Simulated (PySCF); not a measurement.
# (H2In-mu-Cl)2: geometry, NMR shifts and electronic excitations

Wanted: the NMR shifts and electronic excitations of (H2In-mu-Cl)2, by calculation.

The runs use PySCF 2.14.0, with density-fitted response routines of our own; the level of theory stands in each step. All values are computed, except where a source is named. Atoms are numbered from 0 throughout.

**1. The starting structure**

8 atoms, charge 0, multiplicity 1; geometry from: GFN2-xTB.

Bonds of the start (Å): In0–H1 1.68, In0–H2 1.68, In0–Cl3 2.49, In0–Cl7 2.49, Cl3–In4 2.49, In4–H5 1.68, In4–H6 1.68, In4–Cl7 2.49.

**2. Relaxing the molecule at PBE0-D3(BJ)/def2-SVP**

What the job is given:

```
{"job": {"xc": "PBE0", "basis": "def2-SVP", "d3": "d3bj", "grid": 1, "maxiter": 40, "kind": "geom"}, "charge": 0, "multiplicity": 1}
In    -0.458870     0.660450    -1.660620
H      0.078470     2.225360    -1.973840
H     -1.348530    -0.407210    -2.613260
Cl     1.421130    -0.601770    -0.631980
In     0.459370    -0.659810     1.659920
H      1.336990     0.403510     2.627920
H     -0.072820    -2.229860     1.958450
Cl    -1.415750     0.609330     0.633430
```

The run is started by

```bash
> OMP_NUM_THREADS=1 python probes_run.py task.json out
```

This one command runs all jobs of the session in turn.

Standard output:

```text
step   0  E = -1302.56831741  max force = 0.017038
step   1  E = -1302.57383653  max force = 0.006600
step   2  E = -1302.57457165  max force = 0.002432
step   3  E = -1302.57515696  max force = 0.000862
step   4  E = -1302.57523682  max force = 0.000728
step   5  E = -1302.57523828  max force = 0.000222
optimisation converged
```

Wall time 39 s (1 thread, shared host).

Along the way:

| step | energy from step 0 (eV) | largest force component (eV/Å) |
| --- | --- | --- |
| 0 | 0.0000 | 0.8761 |
| 1 | -0.1502 | 0.3394 |
| 2 | -0.1702 | 0.1251 |
| 3 | -0.1861 | 0.0443 |
| 4 | -0.1883 | 0.0374 |
| 5 | -0.1883 | 0.0114 |

Close pairs (by a distance rule), those that changed most:

| bond | before (Å) | after (Å) | change (Å) |
| --- | --- | --- | --- |
| In4–Cl7 | 2.486 | 2.579 | +0.092 |
| In0–Cl7 | 2.486 | 2.579 | +0.092 |
| Cl3–In4 | 2.486 | 2.579 | +0.092 |
| In0–Cl3 | 2.487 | 2.578 | +0.091 |
| In0–H1 | 1.684 | 1.707 | +0.023 |
| In4–H5 | 1.685 | 1.707 | +0.023 |
| In4–H6 | 1.684 | 1.707 | +0.023 |
| In0–H2 | 1.685 | 1.707 | +0.022 |

The final coordinates are the input of the step that follows.

| at the end point | value |
| --- | --- |
| point group (found at 0.08 Å tolerance) | D2h |
| rotational constants (GHz, main isotopes) | 2.219, 0.596, 0.479 |
| dipole moment (D) | 0.01 |

**3. Shielding tensors: PBE0/def2-TZVP+pcSseg-1**

What the job is given:

```
{"job": {"kind": "nmr", "xc": "PBE0", "basis": {"default": "pcSseg-1", "In": "def2-TZVP"}}, "charge": 0, "multiplicity": 1}
In    -0.457675     0.681314    -1.693136
H      0.132667     2.273996    -1.862376
H     -1.332150    -0.493576    -2.570290
Cl     1.514864    -0.616727    -0.657910
In     0.457271    -0.681894     1.692880
H      1.332769     0.487695     2.576095
H     -0.136052    -2.274213     1.855362
Cl    -1.511703     0.623406     0.659395
```

Method: GIAO PBE0/pcSseg-1 In:def2-TZVP NMR shielding, scalar relativity only through core potentials, gas phase.

Standard output:

```text
coarse grid: 38696 points
cycle   1  E = -1301.2827979755  dE = -6.415e+01  |g| = 2.764e+00  |ddm| = 6.372e+01
cycle   2  E = -1300.0751604595  dE =  1.208e+00  |g| = 4.270e+00  |ddm| = 1.057e+01
cycle   3  E = -1302.8257787507  dE = -2.751e+00  |g| = 1.509e-01  |ddm| = 3.986e+00
cycle   4  E = -1302.8303271902  dE = -4.548e-03  |g| = 4.006e-02  |ddm| = 2.466e-01
cycle   5  E = -1302.8306073743  dE = -2.802e-04  |g| = 5.124e-03  |ddm| = 4.675e-02
cycle   6  E = -1302.8306119452  dE = -4.571e-06  |g| = 2.690e-03  |ddm| = 8.953e-03
final grid: 73072 points
cycle   7  E = -1302.8305927582  dE =  1.557e-07  |g| = 2.886e-03  |ddm| = 6.849e-03
cycle   8  E = -1302.8305922384  dE =  5.198e-07  |g| = 3.298e-03  |ddm| = 7.121e-03
cycle   9  E = -1302.8305947858  dE = -2.547e-06  |g| = 1.532e-04  |ddm| = 3.838e-03
cycle  10  E = -1302.8305947893  dE = -3.506e-09  |g| = 1.223e-05  |ddm| = 2.217e-04
cycle  11  E = -1302.8305947893  dE = -3.934e-11  |g| = 2.121e-06  |ddm| = 2.534e-05
converged SCF energy = -1302.8305947893

GIAO shielding tensors (ppm)
atom      isotropic    diamagn.    paramagn.     s11        s22        s33       span
  0 In         nan         nan         nan        nan        nan        nan        nan
  1 H       25.413      26.617      -1.204     18.146     18.350     39.742     21.597
  2 H       25.409      26.619      -1.210     18.144     18.359     39.726     21.583
  3 Cl     961.555    1149.452    -187.897    763.241   1040.424   1081.000    317.759
  4 In         nan         nan         nan        nan        nan        nan        nan
  5 H       25.415      26.616      -1.201     18.153     18.358     39.734     21.581
  6 H       25.416      26.619      -1.203     18.153     18.360     39.735     21.582
  7 Cl     961.060    1149.452    -188.392    762.433   1040.125   1080.621    318.188
```

Wall time 22 s (1 thread, shared host).

Shifts follow as δ = σ(reference) − σ, with reference shieldings (ppm) from runs at the same level and on the same kind of geometry: 1H TMS 31.27, 35Cl HCl 943. The references are single molecules in the gas phase. Atoms listed in one row are averaged.

| atoms | environment | σ (ppm) | δ (ppm) |
| --- | --- | --- | --- |
| H1, H2, H5, H6 | hydrogen on a In bonded to 2 Cl | 25.41 | 5.85 |
| Cl3, Cl7 | chlorine bonded to 2 In | 961 | -18 |

Atoms past Kr carry core potentials, so their printed shieldings have no meaning and are left out of the table.

Charges from the same density, by scheme (e):

| atoms | Mulliken | ESP fit |
| --- | --- | --- |
| In0, In4 | 0.53 | 0.69 |
| Cl3, Cl7 | -0.38 | -0.34 |

Mayer bond orders: In0–Cl3 0.50, In0–Cl7 0.50, Cl3–In4 0.50, In4–Cl7 0.50.

With diffuse functions Mulliken charges and Mayer bond orders lose their meaning; the other schemes are steadier.

Orbitals, density, ELF and potential are computed afterwards from the orbital file.

Frontier orbitals at PBE0/def2-TZVP+pcSseg-1, with the share of their density that lies nearest to each atom:

| orbital | energy (eV) | lies on |
| --- | --- | --- |
| HOMO | -8.37 | Cl3, Cl7 about 18 % each; 4 H atoms about 15 % each |
| LUMO | -1.28 | In0, In4 about 20 % each; Cl3, Cl7 about 11 % each; 4 H atoms about 9 % each |

ELF in a plane through or near 6 of the atoms.

Values, 10 rows by 14 columns:
```
0.00 0.00 0.00 0.00 0.00 0.00 0.00 0.00 0.00 0.00 0.00 0.00 0.00 0.00
0.00 0.00 0.00 0.07 0.13 0.00 0.00 0.00 0.00 0.04 0.16 0.03 0.00 0.00
0.00 0.01 0.79 1.00 1.00 0.58 0.00 0.00 0.11 0.98 1.00 0.99 0.31 0.00
0.00 0.11 0.97 1.00 1.00 0.51 0.02 0.01 0.15 0.94 1.00 1.00 0.79 0.01
0.00 0.04 0.41 0.33 0.44 0.27 0.09 0.07 0.15 0.51 0.26 0.47 0.24 0.00
0.00 0.02 0.23 0.24 0.66 0.58 0.10 0.09 0.22 0.51 0.67 0.24 0.12 0.00
0.00 0.09 0.82 0.95 0.59 0.24 0.05 0.03 0.14 0.34 0.78 0.95 0.58 0.01
0.00 0.06 0.97 1.00 1.00 0.64 0.01 0.00 0.15 0.99 1.00 1.00 0.73 0.00
0.00 0.00 0.17 0.88 0.92 0.16 0.00 0.00 0.02 0.66 0.94 0.68 0.03 0.00
0.00 0.00 0.00 0.00 0.00 0.00 0.00 0.00 0.00 0.00 0.00 0.00 0.00 0.00
```
The map spans 10.1 Å across and 8.4 Å up, centred on the molecule. Atoms in the plane (x, y in Å): In0 (1.9, 0.0), H1 (2.5, -1.6), H2 (2.5, 1.6), In4 (-1.9, 0.0), H5 (-2.5, -1.6), H6 (-2.5, 1.6).

log10 of the density (e/Å³) in the same plane.

Values, 10 rows by 14 columns:
```
-4.0 -4.0 -4.0 -3.9 -3.9 -4.0 -4.0 -4.0 -4.0 -4.0 -3.9 -4.0 -4.0 -4.0
-4.0 -3.7 -3.0 -2.6 -2.5 -3.0 -3.6 -3.9 -3.2 -2.7 -2.5 -2.7 -3.3 -4.0
-4.0 -2.9 -2.0 -1.2 -1.1 -1.9 -2.7 -2.9 -2.2 -1.5 -1.0 -1.5 -2.4 -3.3
-3.6 -2.5 -1.4 -0.3 -0.1 -1.1 -1.8 -1.9 -1.4 -0.6  0.3 -0.7 -1.9 -2.9
-3.5 -2.5 -1.4 -0.5  0.5 -0.1 -1.1 -1.2 -0.6  0.6  0.1 -0.9 -1.9 -2.9
-3.6 -2.5 -1.5 -0.3  1.2  0.6 -0.9 -1.0 -0.2  1.2  0.9 -0.8 -1.9 -2.9
-3.5 -2.5 -1.4 -0.4 -0.1 -0.7 -1.4 -1.5 -1.0 -0.4 -0.1 -0.8 -1.8 -2.9
-3.7 -2.7 -1.6 -0.6 -0.5 -1.5 -2.2 -2.4 -1.8 -0.9 -0.3 -1.0 -2.0 -3.1
-4.0 -3.3 -2.5 -1.9 -1.8 -2.4 -3.1 -3.4 -2.7 -2.1 -1.8 -2.1 -2.8 -3.7
-4.0 -4.0 -3.6 -3.2 -3.2 -3.6 -4.0 -4.0 -3.8 -3.3 -3.2 -3.4 -3.9 -4.0
```
The map spans 10.1 Å across and 8.4 Å up, centred on the molecule. Atoms in the plane (x, y in Å): In0 (1.9, 0.0), H1 (2.5, -1.6), H2 (2.5, 1.6), In4 (-1.9, 0.0), H5 (-2.5, -1.6), H6 (-2.5, 1.6).

On the surface of density 0.002 e/bohr³ the electrostatic potential runs, from the 1st to the 99th percentile, from -0.56 V near Cl7 to 2.13 V near In4.

**4. Excited states and response: PBE0/def2-SVPD**

Same as in step 3 but for these lines:

```diff
@@ -1,2 +1,2 @@
-{"job": {"kind": "nmr", "xc": "PBE0", "basis": {"default": "pcSseg-1", "In": "def2-TZVP"}}, "charge": 0, "multiplicity": 1}
+{"job": {"kind": "uv", "xc": "PBE0", "basis": "def2-SVPD", "ip": true, "nstates": 10}, "charge": 0, "multiplicity": 1}
 In    -0.457675     0.681314    -1.693136
```

With the program's defaults for keys left out, this is: TDDFT PBE0/def2-SVPD, vertical, gas phase, core orbitals frozen in the response.

Standard output:

```text
coarse grid: 38696 points
cycle   1  E = -1300.9058994802  dE = -4.156e+01  |g| = 2.679e+00  |ddm| = 1.892e+01
cycle   2  E = -1300.3427035862  dE =  5.632e-01  |g| = 3.482e+00  |ddm| = 1.039e+01
cycle   3  E = -1302.5785886877  dE = -2.236e+00  |g| = 5.007e-02  |ddm| = 3.389e+00
cycle   4  E = -1302.5794505426  dE = -8.619e-04  |g| = 1.801e-02  |ddm| = 1.430e-01
cycle   5  E = -1302.5795655196  dE = -1.150e-04  |g| = 5.377e-03  |ddm| = 4.458e-02
cycle   6  E = -1302.5795724966  dE = -6.977e-06  |g| = 1.331e-03  |ddm| = 9.519e-03
final grid: 73072 points
cycle   7  E = -1302.5795063420  dE = -1.401e-07  |g| = 1.355e-03  |ddm| = 4.945e-03
cycle   8  E = -1302.5795062965  dE =  4.543e-08  |g| = 1.440e-03  |ddm| = 4.465e-03
cycle   9  E = -1302.5795069128  dE = -6.162e-07  |g| = 7.412e-05  |ddm| = 2.221e-03
cycle  10  E = -1302.5795069141  dE = -1.366e-09  |g| = 7.950e-06  |ddm| = 1.438e-04
cycle  11  E = -1302.5795069141  dE = -1.455e-11  |g| = 2.196e-06  |ddm| = 1.367e-05
converged SCF energy = -1302.5795069141

Static polarisability (au): isotropic 102.401, principal 94.993 95.559 116.650

Singlet excitations
state   eV       nm        f      main configurations
  1   5.8567    211.7   0.00000   H->L 0.97
  2   6.4578    192.0   0.00001   H-1->L 0.88, H->L+4 0.11
  3   6.5812    188.4   0.00001   H->L+1 0.93
  4   6.5820    188.4   0.00000   H-2->L 0.98
  5   6.6190    187.3   0.05374   H->L+2 0.55, H-3->L 0.27, H->L+3 0.14
  6   6.8014    182.3   0.00088   H-3->L 0.72, H->L+2 0.20
  7   6.9056    179.5   0.00000   H-4->L 0.99
  8   7.1518    173.4   0.05863   H->L+3 0.56, H-1->L+1 0.21, H->L+2 0.20
  9   7.1887    172.5   0.00000   H->L+4 0.63, H-3->L+1 0.27
 10   7.3131    169.5   0.00000   H-3->L+2 0.80, H-6->L 0.15

Triplet excitations (Tamm-Dancoff, eV): 5.6212 5.7487 5.8062 6.0531
Vertical ionisation energy (delta-SCF) = 10.0510 eV
Vertical electron affinity (delta-SCF) = 0.0276 eV
```

Wall time 81 s (1 thread, shared host).

The orbitals next to the gap, with their largest atomic shares:

| orbital | eV | atoms |
| --- | --- | --- |
| HOMO−3 | -9.26 | Cl7 48 %, Cl3 48 % |
| HOMO−2 | -9.11 | Cl7 26 %, Cl3 26 %, In0 13 % |
| HOMO−1 | -8.95 | In4 20 %, In0 20 %, H5 14 % |
| HOMO | -8.35 | Cl7 18 %, Cl3 18 %, In4 12 % |
| LUMO | -1.32 | In4 29 %, In0 29 %, Cl7 12 % |
| LUMO+1 | -0.66 | In4 23 %, In0 22 %, Cl7 15 % |
| LUMO+2 | -0.63 | In0 20 %, In4 19 %, Cl3 13 % |

With each of the 10 states as a Gaussian band of 0.4 eV half-width at 1/e, the curve within the window shown has maxima at 178 nm (ε 3,000) L/(mol cm). Beyond the last state computed it falls off for lack of states. The curve at chosen wavelengths:

| nm | ε (L/mol/cm) |
| --- | --- |
| 163 | 633 |
| 166 | 1258 |
| 169 | 1979 |
| 172 | 2566 |
| 175 | 2882 |
| 178 | 2968 |
| 181 | 2941 |
| 183 | 2888 |
| 186 | 2732 |
| 189 | 2438 |
| 192 | 2006 |
| 195 | 1504 |
| 198 | 1024 |
| 201 | 636 |
| 204 | 362 |
| 207 | 190 |
| 210 | 93 |
| 213 | 42 |
| 216 | 18 |
| 218 | 10 |
| 221 | 4 |
| 224 | 1 |
| 227 | 1 |
| 230 | 0 |
| 233 | 0 |
| 236 | 0 |

Leading natural transition orbitals of singlet state 8: the hole lies on Cl3, Cl7 about 24 % each; 4 H atoms about 12 % each; the particle on 4 H atoms about 17 % each; In0, In4 about 12 % each.

Leading natural transition orbitals of singlet state 1: the hole lies on Cl3, Cl7 about 19 % each; 4 H atoms about 14 % each; the particle on In0, In4 about 21 % each; Cl3, Cl7 about 11 % each; 4 H atoms about 9 % each.

Further results of this job:

| property | computed |
| --- | --- |
| dipole moment (D) | 0.01 |
| polarisability (Å³) | 15.17 |
| HOMO–LUMO gap (eV) | 7.02 |
| −ε(HOMO) (eV) | 8.35 |

**5. Shielding tensors: wB97X-D/def2-TZVP+pcSseg-1**

Same as in step 4 but for these lines:

```diff
@@ -1,2 +1,2 @@
-{"job": {"kind": "uv", "xc": "PBE0", "basis": "def2-SVPD", "ip": true, "nstates": 10}, "charge": 0, "multiplicity": 1}
+{"job": {"kind": "nmr", "xc": "wB97X-D", "basis": {"default": "pcSseg-1", "In": "def2-TZVP"}, "pop": false}, "charge": 0, "multiplicity": 1}
 In    -0.457675     0.681314    -1.693136
```

Level: GIAO wB97X-D/pcSseg-1 In:def2-TZVP NMR shielding, scalar relativity only through core potentials, gas phase.

Standard output:

```text
coarse grid: 38696 points
cycle   1  E = -1302.0964715241  dE = -6.481e+01  |g| = 2.478e+00  |ddm| = 6.378e+01
cycle   2  E = -1302.3092551184  dE = -2.128e-01  |g| = 2.595e+00  |ddm| = 8.664e+00
cycle   3  E = -1303.2546173604  dE = -9.454e-01  |g| = 8.330e-02  |ddm| = 2.776e+00
cycle   4  E = -1303.2562512478  dE = -1.634e-03  |g| = 4.116e-02  |ddm| = 1.438e-01
cycle   5  E = -1303.2565436719  dE = -2.924e-04  |g| = 5.624e-03  |ddm| = 4.458e-02
cycle   6  E = -1303.2565584848  dE = -1.481e-05  |g| = 1.407e-03  |ddm| = 2.007e-02
cycle   7  E = -1303.2565592700  dE = -7.852e-07  |g| = 2.339e-04  |ddm| = 3.770e-03
final grid: 73072 points
cycle   8  E = -1303.2616578301  dE = -2.419e-05  |g| = 2.825e-03  |ddm| = 3.801e-02
cycle   9  E = -1303.2616583631  dE = -5.331e-07  |g| = 2.254e-03  |ddm| = 4.921e-03
cycle  10  E = -1303.2616590964  dE = -7.333e-07  |g| = 8.141e-05  |ddm| = 3.256e-03
cycle  11  E = -1303.2616590979  dE = -1.549e-09  |g| = 5.158e-05  |ddm| = 2.758e-04
cycle  12  E = -1303.2616590985  dE = -6.064e-10  |g| = 6.331e-06  |ddm| = 7.285e-05
converged SCF energy = -1303.2616590985

GIAO shielding tensors (ppm)
atom      isotropic    diamagn.    paramagn.     s11        s22        s33       span
  0 In         nan         nan         nan        nan        nan        nan        nan
  1 H       25.624      26.813      -1.189     18.357     18.563     39.952     21.595
  2 H       25.623      26.816      -1.192     18.358     18.574     39.939     21.581
  3 Cl     972.917    1150.034    -177.117    778.462   1051.379   1088.910    310.448
  4 In         nan         nan         nan        nan        nan        nan        nan
  5 H       25.629      26.812      -1.183     18.367     18.573     39.947     21.579
  6 H       25.628      26.816      -1.188     18.365     18.573     39.945     21.581
  7 Cl     972.427    1150.033    -177.606    777.662   1051.081   1088.539    310.876
```

It took 23 s on 1 thread, shared host.

In short: δ Cl3 -33, H1 5.75 ppm (means over like atoms).

**6. Comparing the runs: NMR shifts**

Shifts (ppm), means over like atoms, with basis size and wall time:

| run | H1 | Cl3 | functions | time |
| --- | --- | --- | --- | --- |
| PBE0/def2-TZVP+pcSseg-1 | 5.85 | -18 | 168 | 22 s |
| wB97X-D/def2-TZVP+pcSseg-1 | 5.75 | -33 | 168 | 23 s |

**7. Results**

| quantity | value |
| --- | --- |
| point group | D2h |
| rotational constants (main isotopes) | 2.22, 0.60, 0.48 GHz |
| 1H shifts against TMS (PBE0/def2-TZVP+pcSseg-1, means over atoms taken as alike) | 5.85 ppm |
| 35Cl shifts against HCl (PBE0/def2-TZVP+pcSseg-1, means over atoms taken as alike) | -18 ppm |
| surface potential, 1st and 99th percentile | -0.56 V and 2.13 V |
| lowest singlet (PBE0/def2-SVPD) | 5.86 eV (212 nm), f = 0.000 |
| brightest single state of those computed | state 8, 7.15 eV, f = 0.059 |
| lowest triplet | 5.62 eV |
| vertical ionisation energy (ΔSCF) | 10.05 eV |
| vertical electron affinity (ΔSCF) | 0.03 eV |
| range of the shift of Cl3 | -33 to -18 ppm |

The optimisation took 5 steps and gained 0.188 eV; among the close pairs (by a distance rule), In4–Cl7 changed most, from 2.486 to 2.579 Å. At PBE0/def2-TZVP+pcSseg-1: The largest span, 318 ppm, is at Cl3, Cl7, where the paramagnetic term is -188 ppm. The lowest singlet, at 5.86 eV, is HOMO→LUMO 0.97 and is dark; of the 10 states computed, the strongest absorption comes from state 8 at 7.15 eV. The lowest triplet lies 0.24 eV below the lowest singlet (triplets in Tamm-Dancoff, singlets in full TDDFT). Spin-orbit coupling, left out, mixes singlets and triplets in elements this heavy. The orbital energy would give 8.35 eV for ionisation, ΔSCF gives 10.05 eV. In ppm, Cl3 (with its like atoms) moves most: its shift spreads over 15 ppm, from -33 (wB97X-D/def2-TZVP+pcSseg-1) to -18 (PBE0/def2-TZVP+pcSseg-1). Spin-orbit coupling is left out, which matters for shieldings and couplings at and beside the heavy atoms.
